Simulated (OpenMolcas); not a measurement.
# Au³⁺ in CaF2: CASSCF and CASPT2 levels and susceptibility

Which state of Au³⁺ lies lowest among these ligands, how large is the field, and what χT follows?

Program: OpenMolcas 26.06. Level of theory: state-averaged CASSCF and CASPT2, spin-orbit coupling by RASSI with atomic mean-field integrals. These are calculated values, not measurements, unless marked.

## 1. What is computed

```
Species                           : Au³⁺ (gold, Z = 79, 76 electrons)
Basis                             : ANO-RCC-VTZP [8s7p5d3f1g], 196 functions with the ligands
Scalar Hamiltonian                : DKH2, point nucleus
Inactive shells                   : 1s 2s 2p 3s 3p 3d 4s 4p 4d 4f 5s 5p of the metal, and all ligand shells
Active space                      : 8 electrons in 5 orbitals (5d)
Some configurations of this space : 5d8
Orbitals                          : optimised for each spin and parity, averaged over all roots
```

Outer shells as boxes (Hund's rule):

5d8
```
5d [↑↓][↑↓][↑↓][↑ ][↑ ]
```

Au³⁺ is taken with its 8 nearest fluoride ions at 2.366 Å, on the cation site of CaF2 (a = 5.46294 Å). The rest of the host is ab initio model potentials to 7.6 Å and point charges beyond; the distance is set by hand, nothing relaxes, and no local charge compensation is placed. Ligand basis ANO-RCC-VDZP.

```xyz
21

Au    0.0000    0.0000    0.0000
F     1.3660    1.3660    1.3660
F     1.3660    1.3660   -1.3660
F     1.3660   -1.3660    1.3660
F     1.3660   -1.3660   -1.3660
F    -1.3660    1.3660    1.3660
F    -1.3660    1.3660   -1.3660
F    -1.3660   -1.3660    1.3660
F    -1.3660   -1.3660   -1.3660
Ca    0.0000    2.7315   -2.7315
Ca    0.0000   -2.7315    2.7315
Ca    0.0000    2.7315    2.7315
Ca    0.0000   -2.7315   -2.7315
Ca    2.7315   -2.7315    0.0000
Ca   -2.7315    2.7315    0.0000
Ca    2.7315    0.0000   -2.7315
Ca   -2.7315    0.0000    2.7315
Ca    2.7315    0.0000    2.7315
Ca   -2.7315    0.0000   -2.7315
Ca    2.7315    2.7315    0.0000
Ca   -2.7315   -2.7315    0.0000
```

The work runs as a chain of OpenMolcas steps in one folder; each step below is one input file. Labels, J, g values, rates, χT and fits are worked out afterwards by a script from the matrices that RASSI stores.

## 2. One- and two-electron integrals

a.inp reads:

```
&GATEWAY
Basis set
Au.ANO-RCC-VTZP.
Au1 0.0 0.0 0.0 Angstrom
End of basis
Basis set
F.ANO-RCC-VDZP.
L1 1.366011 1.366011 1.366011 Angstrom
L2 1.366011 1.366011 -1.366011 Angstrom
L3 1.366011 -1.366011 1.366011 Angstrom
L4 1.366011 -1.366011 -1.366011 Angstrom
End of basis
Basis set
Ca.EMB-AIMP.Pascual.0s.0s.ECP.CaF2.
PseudoCharge
* 21 symmetry-unique lattice sites within 7.6 angstrom
End of basis
Basis set
F.EMB-AIMP.Pascual.0s.0s.ECP.CaF2.
PseudoCharge
* 40 symmetry-unique lattice sites within 7.6 angstrom
End of basis
Symmetry
XYZ
AngMom=0.0 0.0 0.0
AMFI
RICD
XField
1348 Angstrom 0
* Evjen-weighted lattice charges
&SEWARD
```

Launch:

```console
> OMP_NUM_THREADS=1 MOLCAS_MEM=2457 MOLCAS_PROJECT=a pymolcas a.inp > a.log
```

## 3. Reference wave functions, triplets, 10 roots

a.inp reads:

```
&RASSCF
FileOrb=start.orb
Symmetry=1
Spin=3
nActEl=8 0 0
Inactive=35 39
Ras2=5 0
CIRoot=10 10 1
SDav=10
CIMx=300
Iter=150 100
PrWF=0.3
OrbListing=Nothing
MaxOrb=0
LevShft=1.0
>>> COPY $Project.JobIph JOB001
```

start.orb holds start orbitals that the driver prepared beforehand, or those of the step before.

## 4. CASSCF: singlets, 15 roots

a.inp reads:

```
&RASSCF
FileOrb=start.orb
Symmetry=1
Spin=1
nActEl=8 0 0
Inactive=35 39
Ras2=5 0
CIRoot=15 15 1
SDav=15
CIMx=300
Iter=150 100
PrWF=0.3
OrbListing=Nothing
MaxOrb=0
LevShft=1.0
>>> COPY $Project.JobIph JOB002
```

## 5. RASSI: spin-orbit coupling between the states

a.inp reads:

```
&RASSI
NrOfJobIphs=2 10 15
1 2 3 4 5 6 7 8 9 10
1 2 3 4 5 6 7 8 9 10 11 12 13 14 15
IphNames
JOB001
JOB002
EJob
SpinOrbit
DIPRint=1.0
SOCoupling=1000.0
Subsets=2
Property=9
'ANGMOM' 1 'ANGMOM' 2 'ANGMOM' 3 'MLTPL  1' 1 'MLTPL  1' 2 'MLTPL  1' 3
'AMFI' 1 'AMFI' 2 'AMFI' 3
SOProperty=3
'ANGMOM' 1 'ANGMOM' 2 'ANGMOM' 3
```

## 6. CASPT2: IPEA 0.25, imaginary shift 0.1 (closed shells correlated: 5s 5p of the metal, with ligand shells; the Frozen line counts the rest)

a.inp reads:

```
>>> COPY JOB001 $Project.JobIph
&CASPT2
Multistate=10 1 2 3 4 5 6 7 8 9 10
NoMult
Frozen=18 20
IPEA=0.25
Imaginary=0.1
MaxIter=60
WThr=0.0 0.3 0.05
PrWF=0.5
NoMix
>>> COPY JOB002 $Project.JobIph
&CASPT2
Multistate=15 1 2 3 4 5 6 7 8 9 10 11 12 13 14 15
NoMult
Frozen=18 20
IPEA=0.25
Imaginary=0.1
MaxIter=60
WThr=0.0 0.3 0.05
PrWF=0.5
NoMix
```

(Steps that only read results are left out.)

What does the calculation give? Wanted: spin-free ground state; first state of the same spin within the active space; lowest level; next level.

The runs gave:

```
                                            quantity                                                                                                                                          value
                                              method  SS-CASPT2, IPEA 0.25, imaginary shift 0.1 (closed shells correlated: 5s 5p of the metal, with ligand shells; the Frozen line counts the rest)
                              spin-free ground state                                                                                                                3T1, 3-fold in its orbital part
first state of the same spin within the active space                                                                                                                              3T2 at 12500 cm⁻¹
                                        lowest level                                                                                                                                      1-fold A1
                                          next level                                                                                                                                    2939.8 cm⁻¹
                                         χT at 300 K                                                                                                                                 0.41 cm³ K/mol
                           effective moment at 300 K                                                                                                                                        1.81 μB
```

Cost by method:

| method | time of its own steps | time with the reference |
| --- | --- | --- |
| A. CASSCF | 73 s | 73 s |
| B. SS-CASPT2, IPEA 0.25, imaginary shift 0.1, +5s 5p | 5 min | 6.2 min |

Times are of one thread on a shared host.

What this shows: The spin-free ground state (3T1) is 3-fold and keeps the highest spin of the shell. χT at 300 K is 0.41, against 1.00 cm³ K/mol for the spin alone, so spin-orbit coupling lowers it. CASPT2 does not keep the components of a term degenerate, and the means are used.
